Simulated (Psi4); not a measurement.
**InH2Br (SMILES [Br][InH2]), step by step**

Aim: a series of 9 runs (PBE0-D4/def2-TZVP, PBE-D4/def2-TZVPP, r2SCAN-D4/def2-TZVPP, B3LYP-D4/def2-TZVPP, PBE0-D4/def2-TZVPP, wB97M-V/def2-TZVPP, CCSD(T)/def2-TZVPP, MP2/def2-QZVPP) of InH2Br. 

Program for the calculation: Psi4 1.11.

### 1 The system as given

InH2Br has 4 atoms, charge 0, and is taken as a singlet. SMILES: `[Br][InH2]`. The run starts from this shape.

Bond lengths: Br1–In2 2.484 Å, In2–H3 1.706 Å, In2–H4 1.706 Å. Angles: Br1–In2–H3 112.9°, Br1–In2–H4 112.9°, H3–In2–H4 134.2°.

### 2 A structure relaxation at PBE0-D4/def2-TZVP (density fitting, core potential) (run 2)

Contents of brh2in.inp:

```
memory 3300 MB

molecule m {
  Br    -1.804890     0.687760    -1.103530
  In     0.200080    -0.100580     0.133800
  H      0.492310    -1.768880    -0.070150
  H      0.979370     1.146600     0.998370
  units angstrom
  symmetry c1
}

set basis def2-TZVP
set scf_type df
set geom_maxiter 50
set max_force_g_convergence 0.0002

e_tot, wfn = opt("pbe0-d4", return_wfn=True)
```

Run with:

```
$ psi4 -i brh2in.inp -o brh2in.out -n 2
```

brh2in.out:

```text
[...]
  Running in c1 symmetry.
[...]
  Nuclear repulsion =  180.277717738568214
[...]
  Multiplicity = 1
[...]
  Nalpha       = 29
  Nbeta        = 29
[...]
    Number of basis functions: 110
[...]
   @DF-RKS iter   1: -2764.79232980234929   -2.01170e+00   1.44466e-02 DIIS/ADIIS
[...]
   @DF-RKS iter  11: -2765.22651282048946   -5.00222e-12   3.48132e-09 DIIS
[...]
  @DF-RKS Final Energy: -2765.22651282048946
   => Energetics <=
    Nuclear Repulsion Energy =            180.2777177385682137
    One-Electron Energy =               -4278.9588078282667993
    Two-Electron Energy =                1415.4349880788900009
    DFT Exchange-Correlation Energy =     -81.9784004408939495
    Empirical Dispersion Energy =          -0.0020103687861728
    VV10 Nonlocal Energy =                  0.0000000000000000
    Total Energy =                      -2765.2265128204890061
[...]
  -Total Gradient:
     Atom            X                  Y                   Z
    ------   -----------------  -----------------  -----------------
       1       -0.000007874544     0.000003498023    -0.000008502540
       2        0.000067754720    -0.000032656126     0.000058148217
       3       -0.000031226372    -0.000005573440    -0.000030764793
       4       -0.000023667938     0.000032800038    -0.000015881099
[...]
    Final optimized geometry and variables:
    Molecular point group: c1
    Full point group: C1
    Geometry (in Angstrom), charge = 0, multiplicity = 1:
    BR          -1.202525623355     0.472823557194    -0.742113017439
    IN           0.802444376645    -0.315516442806     0.495216982561
    H            1.094674376645    -1.983816442806     0.291266982561
    H            1.581734376645     0.931663557194     1.359786982561
    Psi4 run time: 0:00:09.27
```

On the terminal:

```text
Optimizer: Optimization complete!
```

Run time: 11 s. Hardware: 2 threads of Intel Xeon Platinum 8259CL at 2.50GHz (Skylake/Cascade Lake), shared host; peak memory 0.56 GiB.

### 3 Vibrational wavenumbers at PBE0-D4/def2-TZVP (density fitting, core potential) (run 3)

Contents of job.in:

```
memory 3300 MB

molecule system {
  0 1
  Br    -1.804890     0.687760    -1.103530
  In     0.200080    -0.100580     0.133800
  H      0.492310    -1.768880    -0.070150
  H      0.979370     1.146600     0.998370
  symmetry c1
}

set {
  basis def2-TZVP
  scf_type df
  rotational_symmetry_number 2
}

result, w = frequency("pbe0-d4", return_wfn=True)
print_variables()
```

Run with:

```
$ psi4 -n 2 job.in job.out
```

job.out:

```text
[...]
  Running in c1 symmetry.
[...]
  Nuclear repulsion =  180.277717738568214
[...]
  Multiplicity = 1
[...]
  Nalpha       = 29
  Nbeta        = 29
[...]
    Number of basis functions: 110
[...]
   @DF-RKS iter   1: -2764.78532696744969   -2.00531e+00   1.45013e-02 DIIS/ADIIS
[...]
   @DF-RKS iter  11: -2765.22651260739576   -6.82121e-12   3.57203e-09 DIIS
[...]
  @DF-RKS Final Energy: -2765.22651260739576
   => Energetics <=
    Nuclear Repulsion Energy =            180.2830843554671674
    One-Electron Energy =               -4278.9695804001103170
    Two-Electron Energy =                1415.4405425646309595
    DFT Exchange-Correlation Energy =     -81.9785485742840052
    Empirical Dispersion Energy =          -0.0020105530997267
    VV10 Nonlocal Energy =                  0.0000000000000000
    Total Energy =                      -2765.2265126073957617
[...]
  -Total Gradient:
     Atom            X                  Y                   Z
    ------   -----------------  -----------------  -----------------
       1       -0.000005284035     0.000017545206    -0.000003199410
       2        0.000165323030     0.000078381657     0.000155069144
       3       -0.000021292178     0.000049367459    -0.000010133229
       4       -0.000133736708    -0.000147217817    -0.000138717331
[...]
  ==> Harmonic Vibrational Analysis <==
[...]
  Freq [cm^-1]                 246.7746            394.6967            538.9752
[...]
  IR activ [km/mol]            37.6633             24.7610             87.2917
[...]
  Freq [cm^-1]                 572.0858           1868.9468           1880.0954
[...]
  IR activ [km/mol]            192.2195            65.2262             222.7432
[...]
  Total E_0, Enthalpy at 0 [K]                                                        -2765.21397931 [Eh]
[...]
```

Standard output:

```text
Warning: used thermodynamics relations inappropriate for low-frequency modes: ['246.7746' '394.6967' '538.9752' '572.0858']
```

Wall time 1.8 min (2 threads of Intel Xeon Platinum 8259CL at 2.50GHz (Skylake/Cascade Lake), shared host); peak memory 0.65 GiB.

### 4 A single-point energy at PBE-D4/def2-TZVPP (density fitting, core potential) (run 4)

Contents of job.inp:

```
memory 3.3 GB

molecule {
  Br    -1.804890     0.687760    -1.103530
  In     0.200080    -0.100580     0.133800
  H      0.492310    -1.768880    -0.070150
  H      0.979370     1.146600     0.998370
  units angstrom
  symmetry c1
}

set {
  basis def2-TZVPP
  scf_type df
  dft_radial_points 99
  dft_spherical_points 590
}

E = energy('pbe-d4')
```

Run with:

```
$ psi4 -n 2 job.inp job.out
```

job.out:

```text
[...]
    !!!  WARNING: ECP capability is in beta. Please check occupations closely.  !!!
[...]
  Running in c1 symmetry.
[...]
  Nuclear repulsion =  180.277717738568214
[...]
  Multiplicity = 1
[...]
  Nalpha       = 29
  Nbeta        = 29
[...]
    Number of basis functions: 126
[...]
   @DF-RKS iter   1: -2764.61055291629236   -1.74178e+00   1.35591e-02 DIIS/ADIIS
[...]
   @DF-RKS iter   9: -2765.13490270276270   -2.19356e-08   3.15310e-07 DIIS
[...]
  @DF-RKS Final Energy: -2765.13490270276270
   => Energetics <=
    Nuclear Repulsion Energy =            180.2777177385682137
    One-Electron Energy =               -4278.2762139302976721
    Two-Electron Energy =                1441.2136803428923031
    DFT Exchange-Correlation Energy =    -108.3477288244608019
    Empirical Dispersion Energy =          -0.0023580294641518
    VV10 Nonlocal Energy =                  0.0000000000000000
    Total Energy =                      -2765.1349027027627017
[...]
 Multipole Moments:
 ------------------------------------------------------------------------------------
     Multipole            Electronic (a.u.)      Nuclear  (a.u.)        Total (a.u.)
 ------------------------------------------------------------------------------------
 L = 1.  Multiply by 2.5417464519 to convert [e a0] to [Debye]
 Dipole X            :         43.4315866          -42.6334613            0.7981253
 Dipole Y            :        -17.0773163           16.7634322           -0.3138841
 Dipole Z            :         26.8040799          -26.3113088            0.4927711
 Magnitude           :                                                    0.9891160
[...]
```

It took 11 s on 2 threads of Intel Xeon Platinum 8259CL at 2.50GHz (Skylake/Cascade Lake), shared host; peak memory 0.96 GiB.

Runs 5 to 9 aren't shown in full; the table further down has their settings and results.

### 5 The energy at MP2/def2-QZVPP (density fitting, core potential, density fitting for correlation) (run 10)

Contents of calc.in:

```
memory 3.3 GB

molecule {
  Br
  In 1 2.484426
  H 2 1.705936 1 112.89315
  H 2 1.70594 3 134.20988 1 -179.97396
  symmetry c1
}

set scf_type df
set num_frozen_docc 13

e_tot, wfn = energy("mp2/def2-QZVPP", return_wfn=True)
```

Run with:

```
$ psi4 calc.in calc.out -n 2
```

calc.out:

```text
[...]
    !!!  WARNING: ECP capability is in beta. Please check occupations closely.  !!!
[...]
  Running in c1 symmetry.
[...]
  Nuclear repulsion =  180.277689447429083
[...]
  Multiplicity = 1
[...]
  Nalpha       = 29
  Nbeta        = 29
[...]
    Number of basis functions: 231
[...]
   @DF-RHF iter   1: -2762.53832462785249   -2.56622e+00   7.68542e-03 ADIIS/DIIS
[...]
   @DF-RHF iter  11: -2762.88306800421424   -2.68301e-11   5.71801e-09 DIIS
[...]
  @DF-RHF Final Energy: -2762.88306800421424
   => Energetics <=
    Nuclear Repulsion Energy =            180.2776894474290827
    One-Electron Energy =               -4279.6473923001294679
    Two-Electron Energy =                1336.4866348484861192
    Total Energy =                      -2762.8830680042142376
[...]
 Multipole Moments:
 ------------------------------------------------------------------------------------
     Multipole            Electronic (a.u.)      Nuclear  (a.u.)        Total (a.u.)
 ------------------------------------------------------------------------------------
 L = 1.  Multiply by 2.5417464519 to convert [e a0] to [Debye]
 Dipole X            :         -0.0010299            0.0007367           -0.0002931
 Dipole Y            :          0.0000780           -0.0000538            0.0000242
 Dipole Z            :         54.0167481          -52.8290714            1.1876767
 Magnitude           :                                                    1.1876768
[...]
```

Wall time 9 s (2 threads of Intel Xeon Platinum 8259CL at 2.50GHz (Skylake/Cascade Lake), shared host); peak memory 0.64 GiB.

### 6 All runs side by side

| run | level | task | geom maxiter | energy (Eh) | dipole moment (D) | HOMO energy (eV) | LUMO energy (eV) | wall time |
| --- | --- | --- | --- | --- | --- | --- | --- | --- |
| 2 | PBE0-D4/def2-TZVP (density fitting, core potential) | optimise | 50 | -2765.226513 | 2.71 | -7.83 | -2.03 | 11 s |
| 3 | PBE0-D4/def2-TZVP (density fitting, core potential) | frequencies | – | -2765.226513 | 2.71 | – | – | 1.8 min |
| 4 | PBE-D4/def2-TZVPP (density fitting, core potential) | energy | – | -2765.134903 | 2.51 | -6.61 | -2.75 | 11 s |
| 5 | r2SCAN-D4/def2-TZVPP (density fitting, core potential) | energy | – | -2765.580750 | 2.67 | -6.91 | -2.48 | 20 s |
| 6 | B3LYP-D4/def2-TZVPP (density fitting, core potential) | energy | – | -2765.628444 | 2.66 | -7.59 | -2.32 | 10 s |
| 7 | PBE0-D4/def2-TZVPP (density fitting, core potential) | properties | – | -2765.226808 | 2.71 | -7.83 | -2.04 | 10 s |
| 8 | wB97M-V/def2-TZVPP (density fitting, core potential) | energy | – | -2765.321332 | 2.78 | -10.08 | -0.55 | 18 s |
| 9 | CCSD(T)/def2-TZVPP (density fitting, core potential, density fitting for correlation) | energy | – | -2763.423671 | – | -10.68 | 0.37 | 58 s |
| 10 | MP2/def2-QZVPP (density fitting, core potential, density fitting for correlation) | energy | – | -2763.952931 | – | -10.69 | 0.32 | 9 s |

### 7 Summary of results

| quantity | value |
| --- | --- |
| run 10, MP2/def2-QZVPP: total energy | -2763.95293 Eh |
| run 10, MP2/def2-QZVPP: HOMO energy (Hartree–Fock orbitals) | -10.69 eV |
| run 10, MP2/def2-QZVPP: LUMO energy (Hartree–Fock orbitals) | 0.32 eV |
| run 10, MP2/def2-QZVPP: HOMO–LUMO gap (Hartree–Fock orbitals) | 11.01 eV |
| run 10, MP2/def2-QZVPP: correlation energy (13 core orbitals frozen) | -1069.9 mEh |

What this shows: Over runs 2, 3, 4, 5, 6, 7, 8 the dipole moment (its size) runs from 2.51 D (PBE-D4/def2-TZVPP) to 2.78 D (wB97M-V/def2-TZVPP). Over runs 2, 4, 5, 6, 7, 8 the HOMO–LUMO gap runs from 3.86 eV (PBE-D4/def2-TZVPP) to 9.53 eV (wB97M-V/def2-TZVPP). Totals of different functionals can't be ranked against each other. All runs together took 4.3 min, the longest 1.8 min.
